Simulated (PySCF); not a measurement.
**YCl3(H2O): a change of charge**

How does YCl3(H2O) respond at fixed geometry? The runs cover a change of charge. The species was built from a template and needn't be a known compound.

The runs use PySCF 2.14.0; PBE0, Y def2-SVP with ECP28, Cl def2-SVP, O def2-SVP, H def2-SVP; scalar-relativistic core potentials, no spin–orbit coupling.

1 further run of the same task is left out (for a known fault of the program).

### 1 The starting structure

7 atoms, charge 0, spin multiplicity 1.

Bond lengths: Y1–Cl2 2.463 Å, Y1–Cl3 2.456 Å, Y1–Cl4 2.469 Å, Y1–O5 2.340 Å, O5–H6 0.967 Å, O5–H7 0.968 Å. Angles: Cl2–Y1–Cl3 117.5°, Cl2–Y1–Cl4 119.4°, Cl2–Y1–O5 94.7°, Cl3–Y1–Cl4 118.2°, Cl3–Y1–O5 110.7°, Cl4–Y1–O5 86.8°, Y1–O5–H6 125.8°, Y1–O5–H7 114.1°, H6–O5–H7 107.6°.

Geometry (Å):

```
Y    -0.0032   -0.0316    0.0522
Cl    1.0835    1.9003    1.1255
Cl   -1.4689   -1.4266    1.4439
Cl    1.0374   -1.0581   -1.9380
O    -1.2631    1.2619   -1.4363
H    -1.4544    2.2047   -1.3430
H    -1.0663    1.0946   -2.3697
```

Formal oxidation states: Y +3. An earlier session relaxed this geometry at PBE0, Y def2-SVP with ECP28, Cl def2-SVP, O def2-SVP, H def2-SVP (singlet, point group C1).

Its energy there is -1494.630798 Eh.

### 2 One electron removed, multiplicity 2

Input file run.py (the lines that set the calculation):

```python
mol = gto.M(atom='''
Y     -0.00324    -0.03163     0.05224
Cl     1.08350     1.90028     1.12550
Cl    -1.46886    -1.42662     1.44390
Cl     1.03743    -1.05807    -1.93795
O     -1.26313     1.26193    -1.43634
H     -1.45444     2.20471    -1.34296
H     -1.06626     1.09463    -2.36970''',
    basis={'Y': 'def2-SVP', 'Cl': 'def2-SVP', 'O': 'def2-SVP', 'H': 'def2-SVP'},
    ecp={'Y': 'def2-SVP'},
    charge=1, spin=1)
mf = dft.UKS(mol, xc='PBE0')
mf.grids.atom_grid = (50, 194)
mf = mf.density_fit()  # fitting sets: Y def2-universal-JKFIT, Cl def2-universal-JKFIT, O def2-universal-JKFIT, H def2-universal-JKFIT
mf.conv_tol = 1e-08; mf.max_cycle = 55
mf.kernel(dm0)  # dm0: the density of the relaxed state
```

On the command line:

```bash
$ OMP_NUM_THREADS=2 python run.py
```

The program printed:

```text
init E= -1494.63817066856
  HOMO = -0.316300070237  LUMO = -0.308217223064  gap/eV = 0.21995
cycle= 1 E= -1494.22270949743  delta_E= 0.415  |g|= 0.182  |ddm|= 0.732
  HOMO = -0.514126817881  LUMO = -0.484121477916  gap/eV = 0.81649
cycle= 2 E= -1494.17498080796  delta_E= 0.0477  |g|= 0.306  |ddm|= 0.712
  HOMO = -0.50662944988  LUMO = -0.469836713093  gap/eV = 1.00118
cycle= 3 E= -1494.22761321195  delta_E= -0.0526  |g|= 0.156  |ddm|= 0.697
  HOMO = -0.498848603862  LUMO = -0.461716864948  gap/eV = 1.01041
cycle= 4 E= -1494.24596143204  delta_E= -0.0183  |g|= 0.0284  |ddm|= 0.299
  HOMO = -0.498825222942  LUMO = -0.457539817411  gap/eV = 1.12343
cycle= 5 E= -1494.24534518628  delta_E= 0.000616  |g|= 0.0404  |ddm|= 0.109
  HOMO = -0.500192689003  LUMO = -0.456546899576  gap/eV = 1.18766
cycle= 6 E= -1494.2465742873  delta_E= -0.00123  |g|= 0.00876  |ddm|= 0.073
  HOMO = -0.500180954769  LUMO = -0.455923251685  gap/eV = 1.20431
cycle= 7 E= -1494.24663375039  delta_E= -5.95e-05  |g|= 0.00349  |ddm|= 0.0183
  HOMO = -0.500229924993  LUMO = -0.455772605308  gap/eV = 1.20975
cycle= 8 E= -1494.24664284984  delta_E= -9.1e-06  |g|= 0.00242  |ddm|= 0.00711
  HOMO = -0.500303458274  LUMO = -0.455761360505  gap/eV = 1.21205
cycle= 9 E= -1494.24664849566  delta_E= -5.65e-06  |g|= 0.00105  |ddm|= 0.00472
  HOMO = -0.50038878984  LUMO = -0.455761505864  gap/eV = 1.21437
cycle= 10 E= -1494.24665075414  delta_E= -2.26e-06  |g|= 0.000372  |ddm|= 0.00492
  HOMO = -0.500455213806  LUMO = -0.455756332836  gap/eV = 1.21632
cycle= 11 E= -1494.24665153848  delta_E= -7.84e-07  |g|= 0.000236  |ddm|= 0.00374
  HOMO = -0.500488744343  LUMO = -0.455755946506  gap/eV = 1.21724
cycle= 12 E= -1494.24665181073  delta_E= -2.72e-07  |g|= 0.00014  |ddm|= 0.00209
  HOMO = -0.500505369849  LUMO = -0.455753811876  gap/eV = 1.21775
cycle= 13 E= -1494.24665192562  delta_E= -1.15e-07  |g|= 0.0001  |ddm|= 0.00138
  HOMO = -0.500510860959  LUMO = -0.455749909696  gap/eV = 1.21801
cycle= 14 E= -1494.24665198242  delta_E= -5.68e-08  |g|= 4.55e-05  |ddm|= 0.00102
  HOMO = -0.50052335013  LUMO = -0.455750460663  gap/eV = 1.21833
cycle= 15 E= -1494.2466520102  delta_E= -2.78e-08  |g|= 2.86e-05  |ddm|= 0.00105
  HOMO = -0.500520346229  LUMO = -0.455751433223  gap/eV = 1.21822
cycle= 16 E= -1494.24665201507  delta_E= -4.87e-09  |g|= 3.89e-05  |ddm|= 0.000384
  HOMO = -0.500523631834  LUMO = -0.455750347224  gap/eV = 1.21834
Extra cycle  E= -1494.246652002  delta_E= 1.31e-08  |g|= 0.000133  |ddm|= 0.000282
converged SCF energy = -1494.246652002  <S^2> = 0.75810139  2S+1 = 2.0080851
```

Run time: 5.1 s. Hardware: 2 threads of Arm Neoverse V1, shared host.

It gives: E = -1494.246652 Eh (+10.453 eV from the relaxed state), HOMO -13.62 eV, LUMO -12.40 eV (over both spins), ⟨S²⟩ = 0.758, Mulliken charge on Y1 +0.95 e. 

### 3 One electron added, multiplicity 2

Changes to run.py (the lines that set the calculation) since step 2:

```diff
@@ -10,3 +10,3 @@
     ecp={'Y': 'def2-SVP'},
-    charge=1, spin=1)
+    charge=-1, spin=1)
 mf = dft.UKS(mol, xc='PBE0')
```

On the command line:

```bash
$ OMP_NUM_THREADS=2 python run.py
```

The program printed:

```text
init E= -1494.63777223283
  HOMO = -0.0557731363541  LUMO = -0.0537119663488  gap/eV = 0.05609
cycle= 1 E= -1494.61893190104  delta_E= 0.0188  |g|= 0.131  |ddm|= 1.48
  HOMO = 0.0727503300959  LUMO = 0.123670013835  gap/eV = 1.38560
cycle= 2 E= -1494.61383937579  delta_E= 0.00509  |g|= 0.181  |ddm|= 1.29
  HOMO = 0.0528354441836  LUMO = 0.109094229888  gap/eV = 1.53088
cycle= 3 E= -1494.63429637015  delta_E= -0.0205  |g|= 0.0179  |ddm|= 0.524
  HOMO = 0.0484026140378  LUMO = 0.105463730075  gap/eV = 1.55271
cycle= 4 E= -1494.63445949971  delta_E= -0.000163  |g|= 0.00556  |ddm|= 0.0357
  HOMO = 0.0472959090396  LUMO = 0.104626047563  gap/eV = 1.56003
cycle= 5 E= -1494.63448659656  delta_E= -2.71e-05  |g|= 0.00207  |ddm|= 0.0183
  HOMO = 0.0471343550167  LUMO = 0.10449816234  gap/eV = 1.56095
cycle= 6 E= -1494.63449151714  delta_E= -4.92e-06  |g|= 0.0011  |ddm|= 0.00948
  HOMO = 0.047082263572  LUMO = 0.104430309719  gap/eV = 1.56052
cycle= 7 E= -1494.63449330406  delta_E= -1.79e-06  |g|= 0.000537  |ddm|= 0.00678
  HOMO = 0.0470526401852  LUMO = 0.104394369443  gap/eV = 1.56035
cycle= 8 E= -1494.6344939817  delta_E= -6.78e-07  |g|= 0.000192  |ddm|= 0.00437
  HOMO = 0.0470410308913  LUMO = 0.104372753155  gap/eV = 1.56008
cycle= 9 E= -1494.63449415635  delta_E= -1.75e-07  |g|= 0.000103  |ddm|= 0.00251
  HOMO = 0.0470379297331  LUMO = 0.104365747487  gap/eV = 1.55997
cycle= 10 E= -1494.63449420834  delta_E= -5.2e-08  |g|= 3.39e-05  |ddm|= 0.00148
  HOMO = 0.0470343147913  LUMO = 0.104360624899  gap/eV = 1.55993
cycle= 11 E= -1494.63449421971  delta_E= -1.14e-08  |g|= 1.21e-05  |ddm|= 0.000934
  HOMO = 0.0470338648978  LUMO = 0.104359600805  gap/eV = 1.55991
cycle= 12 E= -1494.63449422044  delta_E= -7.33e-10  |g|= 7.27e-06  |ddm|= 0.000186
  HOMO = 0.0470330798911  LUMO = 0.104358836801  gap/eV = 1.55991
Extra cycle  E= -1494.63449422062  delta_E= -1.76e-10  |g|= 6.4e-06  |ddm|= 6.98e-05
converged SCF energy = -1494.63449422062  <S^2> = 0.75131947  2S+1 = 2.001319
```

Wall time 4.1 s (2 threads of Arm Neoverse V1, shared host).

It gives: E = -1494.634494 Eh (-0.101 eV from the relaxed state), HOMO 1.28 eV, LUMO 2.84 eV (over both spins), ⟨S²⟩ = 0.751, Mulliken charge on Y1 +0.01 e. The highest filled level lies above zero; it isn't the detachment energy.

### 4 The states side by side

| state | energy from the relaxed state (eV) | ⟨S²⟩ | time |
| --- | --- | --- | --- |
| charge 0, singlet, vacuum (relaxed) | 0 | 0.00 |  |
| charge -1, doublet, vacuum | -0.10 | 0.75 | 4.1 s |
| charge +1, doublet, vacuum | 10.45 | 0.76 | 5.1 s |

An electron taken off or put on is at rest in vacuum. 

Removing an electron vertically costs 10.45 eV (doublet), against −HOMO = 8.50 eV. Adding an electron vertically releases 0.10 eV (doublet). The bases are small and lack diffuse functions. Spin–orbit coupling is left out.
